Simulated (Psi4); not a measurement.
# One shape, several levels: SiHF3 (SMILES F[SiH](F)F)

We compute a comparison of 3 runs (HF/STO-3G, HF/def2-SVP, TPSS/6-311+G**) of SiHF3. 

The calculation is run with Psi4 1.11.

5 further runs of the same task are left out: 4 that didn't finish, 1 set aside as unsound or not needed.

**1. Starting point**

The species is SiHF3 (5 atoms), meant as a singlet with charge 0. As SMILES, `F[SiH](F)F`. The shape is that of a PBE0-D4/def2-TZVP optimisation.

Bond lengths: F1–Si2 1.573 Å, Si2–F3 1.573 Å, Si2–F4 1.573 Å, Si2–H5 1.461 Å. Angles: F1–Si2–F3 108.3°, F1–Si2–F4 108.3°, F3–Si2–F4 108.3°, F1–Si2–H5 110.7°, F3–Si2–H5 110.7°, F4–Si2–H5 110.7°.

**2. Energy and forces at HF/STO-3G (run 1)**

job.json reads:

```json
{
 "schema_name": "qcschema_input",
 "schema_version": 1,
 "molecule": {
  "schema_name": "qcschema_molecule",
  "schema_version": 2,
  "symbols": ["F", "Si", "F", "F", "H"],
  "geometry": [-0.84489655, -0.15533549, 2.81814857, 0.07691185, 0.00321253, -0.00340151, -1.12835547, 2.42149506, -1.24192801, -0.93711519, -2.38729101, -1.44979788, 2.83345535, 0.11791891, -0.12302117],
  "molecular_charge": 0,
  "molecular_multiplicity": 1,
  "fix_symmetry": "c1",
  "fix_com": true,
  "fix_orientation": true
 },
 "driver": "gradient",
 "model": {
  "method": "hf",
  "basis": "STO-3G"
 },
 "keywords": {
  "puream": true,
  "e_convergence": 1e-09,
  "d_convergence": 1e-08,
  "scf_type": "pk"
 }
}
```

Command:

```bash
$ psi4 --qcschema job.json -n 1 --memory 1600MB
```

stdout:

```text
[...]
  Running in c1 symmetry.
[...]
  Nuclear repulsion =  188.407850502799874
[...]
  Multiplicity = 1
[...]
  Nalpha       = 21
  Nbeta        = 21
[...]
    Number of basis functions: 25
[...]
   @RHF iter   1:  -580.24267410088942   -1.66975e+00   1.38390e-02 ADIIS/DIIS
[...]
   @RHF iter   9:  -580.35637883544746   -2.84217e-12   4.97633e-09 DIIS
[...]
    Orbital Energies [Eh]
    ---------------------
    Doubly Occupied:
       1A    -68.108568     2A    -25.846510     3A    -25.846272
       4A    -25.846251     5A     -6.087059     6A     -4.113594
       7A     -4.113592     8A     -4.112073     9A     -1.493432
      10A     -1.455439    11A     -1.455407    12A     -0.677714
      13A     -0.572022    14A     -0.541894    15A     -0.541890
      16A     -0.458885    17A     -0.458869    18A     -0.446439
      19A     -0.430758    20A     -0.430744    21A     -0.400354
[...]
  @RHF Final Energy:  -580.35637883544746
   => Energetics <=
    Nuclear Repulsion Energy =            188.4078505027998744
    One-Electron Energy =               -1190.6529314169929421
    Two-Electron Energy =                 421.8887020787456095
    Total Energy =                       -580.3563788354474582
[...]
 Multipole Moments:
 ------------------------------------------------------------------------------------
     Multipole            Electronic (a.u.)      Nuclear  (a.u.)        Total (a.u.)
 ------------------------------------------------------------------------------------
 L = 1.  Multiply by 2.5417464519 to convert [e a0] to [Debye]
 Dipole X            :         22.7071895          -22.2830836            0.4241059
 Dipole Y            :          0.9449597           -0.9272886            0.0176710
 Dipole Z            :         -0.9857026            0.9671618           -0.0185408
 Magnitude           :                                                    0.4248786
[...]
  -Total Gradient:
     Atom            X                  Y                   Z
    ------   -----------------  -----------------  -----------------
       1        0.007334064690     0.001067255473    -0.017906993368
       2       -0.046562430548    -0.001925694343     0.001925777330
       3        0.009168461794    -0.015314250634     0.007812887025
       4        0.007952970786     0.015255344320     0.009127551737
       5        0.022106933279     0.000917345185    -0.000959222723
[...]
```

The result, in JSON:

```text
{
 "driver": "gradient",
 "model": {
  "method": "hf",
  "basis": "STO-3G"
 },
 "success": true,
 "return_result": [0.007334064689897946, 0.0010672554726652052, -0.017906993367917123, -0.04656243054840106, -0.0019256943428510283, 0.0019257773299206269, 0.009168461793970573, -0.01531425063396083, 0.007812887024578968, 0.007952970785725294, 0.015255344320060926, 0.009127551737175929, 0.02210693327909083, 0.0009173451845151809, -0.0009592227229456348],
 "properties": {
  "calcinfo_nbasis": 25,
  "calcinfo_nmo": 25,
  "calcinfo_nalpha": 21,
  "calcinfo_nbeta": 21,
  "calcinfo_natom": 5,
  "nuclear_repulsion_energy": 188.40785050279987,
  "return_energy": -580.3563788354475,
  "return_gradient": [0.007334064689897946, 0.0010672554726652052, -0.017906993367917123, -0.04656243054840106, -0.0019256943428510283, 0.0019257773299206269, 0.009168461793970573, -0.01531425063396083, 0.007812887024578968, 0.007952970785725294, 0.015255344320060926, 0.009127551737175929, 0.02210693327909083, 0.0009173451845151809, -0.0009592227229456348],
  "scf_one_electron_energy": -1190.652931416993,
  "scf_two_electron_energy": 421.8887020787456,
  "scf_dipole_moment": [0.4241058617311815, 0.01767103592088004, -0.018540768379620376],
  "scf_total_energy": -580.3563788354475,
  "scf_total_gradient": [0.007334064689897946, 0.0010672554726652052, -0.017906993367917123, -0.04656243054840106, -0.0019256943428510283, 0.0019257773299206269, 0.009168461793970573, -0.01531425063396083, 0.007812887024578968, 0.007952970785725294, 0.015255344320060926, 0.009127551737175929, 0.02210693327909083, 0.0009173451845151809, -0.0009592227229456348],
  "scf_iterations": 9
 }
}
```

It took 3 s on 1 thread of Intel Xeon Platinum 8375C at 2.90GHz (Ice Lake), shared host; peak memory 0.18 GiB.

**3. A single-point energy at HF/def2-SVP (run 2)**

input.in reads:

```
memory 1600 mb

molecule m {
  0 1
  F
  Si 1 R2
  F 2 R3 1 A3
  F 2 R4 3 A4 1 D4
  H 2 R5 3 A5 4 D5

  R2 = 1.573002
  R3 = 1.572886
  A3 = 108.25026
  R4 = 1.572896
  A4 = 108.25417
  D4 = 117.13177
  R5 = 1.461334
  A5 = 110.66611
  D5 = 121.43487
  symmetry c1
}

set {
  basis def2-SVP
  reference rhf
  puream true
  e_convergence 1e-09
  d_convergence 1e-08
  scf_type pk
}

E, wfn = energy('scf', return_wfn=True)
oeprop(wfn, 'MAYER_INDICES', 'QUADRUPOLE', 'DIPOLE')
```

Command:

```bash
$ psi4 input.in input.out -n 1
```

input.out:

```text
[...]
  Running in c1 symmetry.
[...]
  Nuclear repulsion =  188.407849821203115
[...]
  Multiplicity = 1
[...]
  Nalpha       = 21
  Nbeta        = 21
[...]
    Number of basis functions: 65
[...]
   @RHF iter   1:  -587.60947603084219   -8.32447e-01   7.02244e-03 ADIIS/DIIS
[...]
   @RHF iter  10:  -587.68597217228398   -3.41061e-13   4.12718e-09 DIIS
[...]
    Orbital Energies [Eh]
    ---------------------
    Doubly Occupied:
       1A    -68.902690     2A    -26.314617     3A    -26.314563
       4A    -26.314541     5A     -6.259419     6A     -4.372555
       7A     -4.372553     8A     -4.369829     9A     -1.622532
      10A     -1.591923    11A     -1.591886    12A     -0.834642
      13A     -0.756157    14A     -0.756144    15A     -0.739950
      16A     -0.703989    17A     -0.703987    18A     -0.676801
      19A     -0.676782    20A     -0.660562    21A     -0.564885
[...]
  @RHF Final Energy:  -587.68597217228398
   => Energetics <=
    Nuclear Repulsion Energy =            188.4078498212031150
    One-Electron Energy =               -1193.9856350683835444
    Two-Electron Energy =                 417.8918130748963904
    Total Energy =                       -587.6859721722839822
[...]
 Multipole Moments:
 ------------------------------------------------------------------------------------
     Multipole            Electronic (a.u.)      Nuclear  (a.u.)        Total (a.u.)
 ------------------------------------------------------------------------------------
 L = 1.  Multiply by 2.5417464519 to convert [e a0] to [Debye]
 Dipole X            :         -1.3248736            1.8238159            0.4989422
 Dipole Y            :         -0.8098261            1.1147728            0.3049467
 Dipole Z            :         -0.5854437            0.8062488            0.2208052
 Magnitude           :                                                    0.6250526
 L = 2.  Multiply by 1.3450342976 to convert [e a0^2] to [Debye ang]
 Quadrupole XX       :        -72.0601235           51.8244598          -20.2356637
 Quadrupole XY       :         33.3288305          -32.1456339            1.1831966
[...]
```

It took 3 s on 1 thread of Intel Xeon Platinum 8375C at 2.90GHz (Ice Lake), shared host; peak memory 0.22 GiB.

**4. A single-point energy at TPSS/6-311+G(d,p) (run 3)**

f3hsi.xyz reads:

```xyz
5
F3HSi
F     -0.447100    -0.082200     1.491300
Si     0.040700     0.001700    -0.001800
F     -0.597100     1.281400    -0.657200
F     -0.495900    -1.263300    -0.767200
H      1.499400     0.062400    -0.065100
```

run.py reads:

```python
import psi4

psi4.set_memory('1600 MB')
psi4.set_num_threads(1)
psi4.set_output_file('run.log', False)

with open('f3hsi.xyz') as f:
    atoms = ''.join(f.readlines()[2:])
mol = psi4.geometry('0 1\n' + atoms + 'symmetry c1')

psi4.set_options(dict(puream=True, e_convergence=1e-09, d_convergence=1e-08, scf_type='pk', dft_radial_points=99, dft_spherical_points=590))

energy_value, wavefunction = psi4.energy('tpss/6-311+G**', molecule=mol, return_wfn=True)
psi4.oeprop(wavefunction, 'LOWDIN_CHARGES', 'QUADRUPOLE', 'WIBERG_LOWDIN_INDICES')
print(f'tpss/6-311+G** energy: {energy_value:.10f} Eh')
```

Command:

```bash
$ python run.py
```

run.log:

```text
[...]
  Running in c1 symmetry.
[...]
  Nuclear repulsion =  188.407850402666924
[...]
  Multiplicity = 1
[...]
  Nalpha       = 21
  Nbeta        = 21
[...]
    Number of basis functions: 102
[...]
   @RKS iter   1:  -589.79579086481408   -2.65461e-01   7.32756e-03 DIIS/ADIIS
[...]
   @RKS iter  10:  -589.94438861965955   -1.25056e-12   1.43098e-09 DIIS
[...]
    Orbital Energies [Eh]
    ---------------------
    Doubly Occupied:
       1A    -65.775724     2A    -24.435856     3A    -24.435854
       4A    -24.435830     5A     -5.217515     6A     -3.593846
       7A     -3.593846     8A     -3.589162     9A     -1.175314
      10A     -1.148667    11A     -1.148637    12A     -0.555620
      13A     -0.479826    14A     -0.479814    15A     -0.467442
      16A     -0.427066    17A     -0.427056    18A     -0.403057
      19A     -0.403038    20A     -0.386032    21A     -0.366214
[...]
  @RKS Final Energy:  -589.94438861965955
   => Energetics <=
    Nuclear Repulsion Energy =            188.4078504026669236
    One-Electron Energy =               -1194.7264007934686560
    Two-Electron Energy =                 469.2826714085726962
    DFT Exchange-Correlation Energy =     -52.9085096374304484
    Empirical Dispersion Energy =           0.0000000000000000
    VV10 Nonlocal Energy =                  0.0000000000000000
    Total Energy =                       -589.9443886196595486
[...]
 Multipole Moments:
 ------------------------------------------------------------------------------------
     Multipole            Electronic (a.u.)      Nuclear  (a.u.)        Total (a.u.)
 ------------------------------------------------------------------------------------
 L = 1.  Multiply by 2.5417464519 to convert [e a0] to [Debye]
 Dipole X            :         -1.7161625            2.2804039            0.5642413
 Dipole Y            :         -0.0713990            0.0949100            0.0235110
 Dipole Z            :          0.0743204           -0.0990473           -0.0247270
 Magnitude           :                                                    0.5652720
 L = 2.  Multiply by 1.3450342976 to convert [e a0^2] to [Debye ang]
 Quadrupole XX       :        -41.6350789           22.1998094          -19.4352695
 Quadrupole XY       :          3.5398793           -3.4243253            0.1155540
[...]
```

On the terminal:

```text
tpss/6-311+G** energy: -589.9443886197 Eh
```

Wall time 50 s (1 thread of Intel Xeon Platinum 8375C at 2.90GHz (Ice Lake), shared host); peak memory 0.73 GiB.

**5. The series**

| run | level | task | integration grid | energy (Eh) | dipole moment (D) | HOMO energy (eV) | LUMO energy (eV) | wall time |
| --- | --- | --- | --- | --- | --- | --- | --- | --- |
| 1 | HF/STO-3G | gradient | – | -580.356379 | 1.08 | -10.89 | 12.69 | 3 s |
| 2 | HF/def2-SVP | energy | – | -587.685972 | 1.59 | -15.37 | 5.32 | 3 s |
| 3 | TPSS/6-311+G** | energy | 99 radial × 590 angular | -589.944389 | 1.44 | -9.97 | -0.26 | 50 s |

**6. Outcome**

| quantity | value |
| --- | --- |
| run 3: total energy | -589.94439 Eh |
| run 3: dipole moment | 1.44 D |
| run 3: HOMO energy | -9.97 eV |
| run 3: LUMO energy | -0.26 eV |
| run 3: HOMO–LUMO gap | 9.71 eV |

**Reading.** The dipole moment (its size) runs from 1.08 D (HF/STO-3G) to 1.59 D (HF/def2-SVP). The HOMO–LUMO gap runs from 9.71 eV (TPSS/6-311+G**) to 23.58 eV (HF/STO-3G). The two ends differ in method and basis. In run 1 the basis is minimal, so the values are rough. All runs together took 56 s, the longest 50 s.
